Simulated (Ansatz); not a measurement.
# Rb2Ge: the cost of one run

Program: Ansatz 0.2.0. Level of theory: DFT PBE, scalar-relativistic, plane waves, PAW, unless a step names another level. These are calculated values, not measurements.

5 further runs of the same task are left out: 3 that didn't finish, 2 set aside as unsound or not needed.

## 1. The starting structure

Symmetry: Pmma, No. 51, orthorhombic system. The conventional cell has a = 4.254 Å, b = 9.416 Å, c = 9.077 Å, α = 90.00°, β = 90.00°, γ = 90.00°. Around Rb (site symmetry m) lie 3 Ge at 3.53 to 3.79 Å. Ge (site symmetry mm2) is surrounded by 2 Ge at 2.55 Å.

Coordinates:

```
CELL_PARAMETERS angstrom
4.25375 0.00000 0.00000
0.00000 9.41649 0.00000
0.00000 0.00000 9.07698
ATOMIC_POSITIONS crystal
Rb 0.75000 0.24595 0.25291
Rb 0.25000 0.75405 0.74709
Rb 0.25000 0.24595 0.74709
Rb 0.75000 0.75405 0.25291
Ge 0.75000 0.00000 0.92275
Ge 0.25000 0.00000 0.07725
```

It came out lowest among 34 distinct ends of the trial cells. At a tolerance of 0.05 Å it has space group Pmma (No. 51).

## 2. Relaxing to 0.001 eV/Å, on the response runs' mesh and smearing

input.yaml reads:

```yaml
crystal:
  lattice:
    - [4.2537502582, 0.0, 0.0]
    - [0.0, 9.4164890581, 0.0]
    - [0.0, 0.0, 9.0769829345]
  atoms:
    - { symbol: Rb, position: [0.75, 0.245954941, 0.2529132688] }
    - { symbol: Rb, position: [0.25, 0.754045059, 0.7470867312] }
    - { symbol: Rb, position: [0.25, 0.245954941, 0.7470867312] }
    - { symbol: Rb, position: [0.75, 0.754045059, 0.2529132688] }
    - { symbol: Ge, position: [0.75, 0.0, 0.9227493269] }
    - { symbol: Ge, position: [0.25, 0.0, 0.0772506731] }
basis:
  ecutwfc: 420
kpoints:
  mp_grid: { grid: [8, 4, 4] }
hamiltonian:
  xc: pbe
scf:
  occupations: { method: gaussian, width: 0.1 }
output:
  forces: true
  stress: true
  eigenvalues: true
relax:
  adjacent_minimum: "off"
  f_tol: 0.001
  max_steps: 60
  cell: { stress_tol: 0.01 }
```

Run with:

```sh
> ansatz run input.yaml --threads 3 --pin off --max-ram 7680MiB --backend cpu --events-out ev --progress --plain --runs-dir out
```

What time and memory should one allow on 3 threads of Intel Xeon Platinum 8375C at 2.90GHz (Ice Lake), shared host?

About 92 s, with a peak of 1 GiB.
